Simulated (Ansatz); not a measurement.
# SiN4H8: small, medium and large basis sets

The task here is to estimate one member of a computed series from the others.

Program: Ansatz 0.2.0, Gaussian basis. Level of theory: one geometry, several basis sets. These are calculated values, not measurements.

The runs, in order: PBE0-D4/def2-SVP; ωB97M-V/def2-SVP; PBE0-D4/def2-QZVPP; ωB97M-V/def2-QZVPP; the functionals' def2-TZVPP values are taken from earlier runs.

## The geometry

All runs share one geometry, relaxed beforehand with PBE0-D4 in a triple-zeta def2 set.

SMILES `N[Si](N)(N)N`, 13 atoms, charge 0, spin multiplicity 1.

Atoms are counted from 1 here; the program's logs count them from 0.

Bond lengths: N1–Si2 1.717 Å, N1–H6 1.007 Å, N1–H7 1.007 Å, Si2–N3 1.717 Å, Si2–N4 1.717 Å, Si2–N5 1.717 Å, N3–H8 1.007 Å, N3–H9 1.007 Å, N4–H10 1.007 Å, N4–H11 1.007 Å, N5–H12 1.007 Å, N5–H13 1.007 Å. Angles: Si2–N1–H6 120.2°, Si2–N1–H7 119.9°, H6–N1–H7 111.4°, N1–Si2–N3 113.2°, N1–Si2–N4 102.3°, N1–Si2–N5 113.2°, N3–Si2–N4 113.2°, N3–Si2–N5 102.3°, N4–Si2–N5 113.2°, Si2–N3–H8 120.2°, Si2–N3–H9 119.9°, H8–N3–H9 111.4°, Si2–N4–H10 119.9°, Si2–N4–H11 120.2°, H10–N4–H11 111.4°, Si2–N5–H12 119.9°, Si2–N5–H13 120.2°, H12–N5–H13 111.4°.

The first run:

in.yaml

```yaml
crystal:
  periodic: [false, false, false]
  atoms:
    - {symbol: N, position_ang: [-0.860161, 1.428187, -0.394580]}
    - {symbol: Si, position_ang: [0.001582, -0.002670, 0.001135]}
    - {symbol: N, position_ang: [-0.910590, -1.098384, 0.957112]}
    - {symbol: N, position_ang: [0.401742, -0.627567, -1.546745]}
    - {symbol: N, position_ang: [1.375346, 0.287074, 0.988743]}
    - {symbol: H, position_ang: [-1.375272, 1.921570, 0.315583]}
    - {symbol: H, position_ang: [-0.492946, 2.060201, -1.087229]}
    - {symbol: H, position_ang: [-1.695562, -1.585945, 0.558115]}
    - {symbol: H, position_ang: [-1.053954, -0.911518, 1.936181]}
    - {symbol: H, position_ang: [-0.300934, -0.673883, -2.266572]}
    - {symbol: H, position_ang: [1.065040, -1.379703, -1.632909]}
    - {symbol: H, position_ang: [1.854180, -0.485544, 1.422137]}
    - {symbol: H, position_ang: [2.012129, 1.033381, 0.763730]}
basis:
  gaussian: {orbitals: def2-SVP}
hamiltonian: {xc: pbe0, dispersion: d4}
output: {orbitals: {seedname: orbitals}}
```

Launch:

```sh
$ ansatz run in.yaml --threads 4 --pin off --events-out ev --progress --plain --max-ram 10444MiB
```

Among the steps run: PBE0-D4 in def2-SVP; ωB97M-V in def2-SVP; PBE0-D4 in def2-QZVPP; ωB97M-V in def2-QZVPP.

One table of the session follows, with a row left open; its other results are not shown here.

It belongs to the step «Density functionals: the series». 

| functional | basis | HOMO (eV) | LUMO (eV) |
| --- | --- | --- | --- |
| PBE0-D4 | def2-SVP | -6.31 | 1.70 |
| PBE0-D4 | def2-TZVPP | -6.70 | 0.84 |
| PBE0-D4 | def2-QZVPP | -6.78 | 0.37 |
| ωB97M-V | def2-SVP | -8.72 | 3.26 |
| ωB97M-V | def2-TZVPP | ? | ? |
| ωB97M-V | def2-QZVPP | -9.18 | 1.48 |

Q: Estimate the row for ωB97M-V, def2-TZVPP from the others.

As computed: HOMO (eV): -9.11; LUMO (eV): 2.18. In the column «HOMO (eV)» it lies between ωB97M-V, def2-QZVPP (-9.18) and ωB97M-V, def2-SVP (-8.72).
